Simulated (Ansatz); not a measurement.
Wanted: the native input for an Ansatz 0.2.0 run.

```yaml
Task: single point
Functional: PBE
Potentials_or_basis: Ansatz PAW
Cutoff: "420 eV (not typed: the program's choice for these potentials)"
k_mesh: 6 × 6 × 6
Occupations: fermi-dirac, width 0.05 eV
Spin: collinear spin, ferromagnetic start
Starting_moments: "[0.0, 0.0, 0.0, 4.0] μB"
```

The system is Zr3Mn.

```xyz
4
Lattice="4.3732 0.0000 0.0000 0.0000 4.3732 0.0000 0.0000 0.0000 4.3732" Properties=species:S:1:pos:R:3 pbc="T T T"
Zr    2.1660    2.1576    0.0037
Zr    2.1805    0.0106    2.1912
Zr   -0.0398    2.1655    2.1954
Mn   -0.0309   -0.0162   -0.0372
```

The cell comes from a database or a generator and needn't be the stable form of this composition.

The cell isn't the ideal one: atoms moved at random, drawn with an rms of 0.05 Å.

One way to write it, as run:

input.yaml

```yaml
crystal:
  lattice:
    - [4.37322, 0.0, 0.0]
    - [0.0, 4.37322, 0.0]
    - [0.0, 0.0, 4.37322]
  atoms:
    - { symbol: Zr, position: [0.495281, 0.493375, 0.000855] }
    - { symbol: Zr, position: [0.498609, 0.002423, 0.501059] }
    - { symbol: Zr, position: [-0.009112, 0.495162, 0.502007] }
    - { symbol: Mn, position: [-0.007071, -0.003714, -0.0085], spin: 4.0 }
hamiltonian:
  xc: pbe
  pseudopotentials: { kind: paw }
magnetization:
  spin_polarized: true
kpoints:
  mp_grid: { grid: [6, 6, 6] }
scf:
  occupations: { method: fermi_dirac, width: 0.05 }
output:
  forces: true
  stress: true
  eigenvalues: true
  write_density: true
  write_potential: true
  elf: true
  volumetric_format: npy
```

Potentials or basis: Ansatz PAW.

Launch:

```sh
$ ansatz run input.yaml --threads 2 --pin off --max-ram 5120MiB --backend cpu --events-out ev --progress --plain --runs-dir out
```

Results of the run:

```
Pressure               : -0.2 GPa
Largest force          : 0.339 eV/Å
Band gap on the k mesh : none (metal or under the smearing width)
Net moment             : 3.27 μB per cell
Absolute moment        : 4.14 μB per cell
Site moments           : Zr -0.08, -0.09; Mn +3.57 μB
```

Wall time 82 s on 2 threads of Intel(R) Xeon(R) Processor @ 2.50GHz (Skylake/Cascade Lake), on a shared host, peak memory 0.7 GiB.
